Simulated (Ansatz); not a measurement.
# AlBCl₂H₃N: how energies converge with the basis set

One table from this session's results is given with a row withheld; the runs are named, their logs left out.

Method: one geometry, several basis sets; program: Ansatz 0.2.0, Gaussian basis.

The runs, in order: PBE0-D4/def2-SVP; ωB97M-V/def2-SVP; PBE0-D4/def2-QZVPP; ωB97M-V/def2-QZVPP; the functionals' def2-TZVPP values are taken from earlier runs.

## Structure used throughout

The geometry comes from an earlier relaxation with PBE0-D4 in a triple-zeta def2 set; it is a stationary point, not always the lowest conformer.

SMILES `N[BH][Al]([Cl])[Cl]`, 8 atoms, charge 0, spin multiplicity 1.

Atoms are counted from 1 here; the program's logs count them from 0.

Bond lengths: N1–B2 1.384 Å, N1–H6 1.008 Å, N1–H7 1.009 Å, B2–Al3 2.117 Å, B2–H8 1.198 Å, Al3–Cl4 2.096 Å, Al3–Cl5 2.111 Å. Angles: B2–N1–H6 123.6°, B2–N1–H7 123.2°, H6–N1–H7 113.2°, N1–B2–Al3 116.6°, N1–B2–H8 118.1°, Al3–B2–H8 125.3°, B2–Al3–Cl4 127.3°, B2–Al3–Cl5 117.2°, Cl4–Al3–Cl5 115.4°.

Set-up of the first run:

The input, in.yaml:

```yaml
crystal:
  periodic: [false, false, false]
  atoms:
    - {symbol: N, position_ang: [0.624517, 0.164856, 1.360884]}
    - {symbol: B, position_ang: [0.727861, -0.444158, 0.122032]}
    - {symbol: Al, position_ang: [-0.795546, -0.004439, -1.279987]}
    - {symbol: Cl, position_ang: [-0.969136, -0.732137, -3.238423]}
    - {symbol: Cl, position_ang: [-2.325684, 1.313381, -0.663353]}
    - {symbol: H, position_ang: [-0.124283, 0.790164, 1.614538]}
    - {symbol: H, position_ang: [1.294548, 0.025537, 2.101855]}
    - {symbol: H, position_ang: [1.659824, -1.170405, -0.073544]}
basis:
  gaussian: {orbitals: def2-SVP}
hamiltonian: {xc: pbe0, dispersion: d4}
output: {orbitals: {seedname: orbitals}}
```

Started as:

```console
$ ansatz run in.yaml --threads 2 --pin off --events-out ev --progress --plain --max-ram 4352MiB
```

Among the steps run: PBE0-D4 in def2-SVP; ωB97M-V in def2-SVP; PBE0-D4 in def2-QZVPP; ωB97M-V in def2-QZVPP.

One of the session's tables, all rows but one given; the rest of the session is left out.

It belongs to the step «Functionals by basis». 

| functional | basis | HOMO (eV) | LUMO (eV) |
| --- | --- | --- | --- |
| PBE0-D4 | def2-SVP | -7.69 | -1.75 |
| PBE0-D4 | def2-TZVPP | -7.81 | -1.93 |
| PBE0-D4 | def2-QZVPP | ? | ? |
| ωB97M-V | def2-SVP | -9.74 | 0.15 |
| ωB97M-V | def2-TZVPP | -9.90 | -0.10 |
| ωB97M-V | def2-QZVPP | -9.93 | -0.20 |

Estimate the missing values for PBE0-D4, def2-QZVPP.

**Answer.** HOMO (eV): -7.83; LUMO (eV): -1.97. In the column «HOMO (eV)» it lies between ωB97M-V, def2-SVP (-9.74) and PBE0-D4, def2-TZVPP (-7.81).
